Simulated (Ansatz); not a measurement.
TiAl, space group P-6m2, a surface slab

Run with the Ansatz DFT code, driven from Python.

`tial.cif`
```cif
data_TiAl
_cell_length_a 2.867262
_cell_length_b 2.867262
_cell_length_c 4.678083
_cell_angle_alpha 90.00000
_cell_angle_beta 90.00000
_cell_angle_gamma 120.00000
_symmetry_space_group_name_H-M 'P 1'
_symmetry_Int_Tables_number 1
loop_
_symmetry_equiv_pos_as_xyz
'x, y, z'
loop_
_atom_site_label
_atom_site_type_symbol
_atom_site_fract_x
_atom_site_fract_y
_atom_site_fract_z
Ti1 Ti    0.000000    0.000000    0.000000
Al2 Al    0.333333    0.666667    0.500000
```

`slab_tial.py`
```python
import warnings

import ansatz as az
from ase.build import surface
from ase.constraints import FixAtoms
from ase.io import read
import numpy as np


def main() -> None:
    warnings.simplefilter("ignore", az.DeckWarning)

    atoms = read("tial.cif")
    slab = surface(atoms, (0, 0, 1), 2, vacuum=7.0)
    slab.pbc = True

    print(slab.get_chemical_formula(), "area {:.3f} A^2, cell height {:.2f} A".format(np.linalg.norm(np.cross(slab.cell[0], slab.cell[1])), slab.cell[2, 2]))
    slab.set_constraint(FixAtoms(mask=slab.positions[:, 2] < slab.positions[:, 2].mean()))


    def settings(structure):
        return (
            az.Crystal.from_ase(structure).calculation()
            .functional("lda")
            .basis(450)
            .occupations(az.OccupationsMethod.FERMI_DIRAC, width=100 * az.meV)
        )


    calc = (
        settings(slab)
        .kpoints(7, 7, 1)
        .electric_field(axis=3, dipole_correction=True)
        .relax(force_tolerance=0.03, max_steps=30)
    )
    result = calc.run(threads=1)
    report = result.report

    print(f"slab free energy {report['free_energy_ev']:.4f} eV, Fermi level {report['fermi_energy_ev']:.3f} eV")
    face = report["work_function"]
    print("work function (eV), upper and lower face:", *(round(face[k], 3) for k in ("phi_plus_ev", "phi_minus_ev") if face.get(k) is not None))
    print(f"dipole {face['dipole_moment_e_ang']:+.4f} e A")

    bulk = settings(atoms).kpoints(9, 9, 5).run(threads=1).report
    excess = report["free_energy_ev"] - bulk["free_energy_ev"] * len(slab) / len(atoms)
    area = np.linalg.norm(np.cross(slab.cell[0], slab.cell[1]))
    print(f"mean surface energy {excess / (2 * area) * 16.02177:.3f} J/m^2 ({1000 * excess / (2 * area):.1f} meV/A^2)")

    print("atom   z before  z after (A)")
    for atom, site in zip(slab, result.lattice.sites):
        print(f"{atom.symbol:3s} {atom.z:9.3f} {site.position_ang[2]:9.3f}")


if __name__ == "__main__":
    main()
```

```console
$ python slab_tial.py
Al2Ti2 area 7.120 A^2, cell height 21.02 A
RunWarning: efield: at this solve's end the planar-averaged density reaches 2.10e-5 e/Å³ inside the ramp window [0.9024, 0.0976] (bound 1e-5 e/Å³); the window's nearer edge stands 4.95 Å from this [...]
slab free energy -5925.6389 eV, Fermi level 2.109 eV
work function (eV), upper and lower face: 4.705 4.657
dipole -0.0019 e A
mean surface energy 1.967 J/m^2 (122.8 meV/A^2)
atom   z before  z after (A)
Ti      7.000     7.000
Al      9.339     9.339
Ti     11.678    11.579
Al     14.017    13.821
```
(Warnings from the package without file and line, shortened, repeats left out.)

Notes:
- Absolute energies stand on the zero of these potentials, so only differences at equal settings mean something. A total without «per atom» is that of the cell as typed.
- The density doesn't vanish in the vacuum (a short gap or a low cutoff), which blurs the vacuum level.
- The mesh is modest for a metal, so energies can be off by several to tens of meV an atom and pressures by half a GPa or more; differences at equal mesh fare better.
- The relaxation stopped at 0.029 eV/Å, so the energy gained is a lower bound and displacements are uncertain.
- Only differences from the Fermi energy are physical; the zero of the scale is a convention.
- This cell is a computed structure, which may not be the phase found in nature.
- The slab is thin and cut from the structure as given; a cut can leave two unlike or polar faces, and the surface energy is then their mean. Miller indices refer to the vectors of the cell as typed, and the lattice isn't relaxed for this functional, so relaxation and surface energy can hold strain.
- The script silences the warnings on its input, which a real study should read.
- The whole script took 7.4 s on 1 thread of Arm Neoverse V1, on a shared host, peak memory 0.44 GiB.
